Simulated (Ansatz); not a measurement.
# GaTe2O: the cost of one run

Program: Ansatz 0.2.0. Level of theory: DFT PBE, scalar-relativistic, plane waves, PAW. These are calculated values, not measurements.

## (1) The structure to begin with

It takes space group P-3m1 (No. 164, trigonal). Conventional cell: a = 4.247 Å, b = 4.247 Å, c = 5.813 Å, α = 90.00°, β = 90.00°, γ = 120.00°. Around Ga (site symmetry -3m) lie 6 Te at 2.89 Å and 2 O at 2.91 Å. Around Te (site symmetry 3m) lie 3 O at 2.81 Å and 3 Ga at 2.89 Å. O (site symmetry -3m) has 6 Te at 2.81 Å and 2 Ga at 2.91 Å as nearest neighbours.

Coordinates:

```
Ga Te O
1.0
     4.24691    0.00000    0.00000
    -2.12345    3.67793    0.00000
     0.00000    0.00000    5.81312
Ga Te O
1 2 1
Direct
  0.00000 0.00000 0.50000
  0.33333 0.66667 0.23547
  0.66667 0.33333 0.76453
  0.00000 0.00000 0.00000
```

A structure generator made this guess: species swapped into a database cell of Sn2PdAu (P-3m1, No. 164), with Te on the Sn sites, O on the Pd sites and Ga on the Au sites. Lengths come from tabulated atomic sizes and are only a guess.

## (2) The guess as it stands, on a coarse mesh

The input, input.yaml:

```yaml
crystal:
  lattice:
    - [4.24690631, 0.0, 0.0]
    - [-2.12345315, 3.67792875, 0.0]
    - [0.0, 0.0, 5.8131228]
  atoms:
    - { symbol: Ga, position: [0.0, 0.0, 0.5] }
    - { symbol: Te, position: [0.33333333, 0.66666667, 0.23546962] }
    - { symbol: Te, position: [0.66666667, 0.33333333, 0.76453038] }
    - { symbol: O, position: [0.0, 0.0, 0.0] }
basis:
  ecutwfc: 420
kpoints:
  mp_grid: { grid: [6, 6, 4] }
hamiltonian:
  xc: pbe
scf:
  occupations: { method: gaussian, width: 0.1 }
  lower_state_search: "off"
output:
  forces: true
  stress: true
  eigenvalues: true
```

The run is started by

```bash
ansatz run input.yaml --threads 1 --pin off --max-ram 2560MiB --backend cpu --events-out ev --progress --plain --runs-dir out
```

Q: Estimate wall time and peak memory on 1 thread of Arm Neoverse V2, shared host.

About 3.4 s, with a peak of 0.37 GiB.
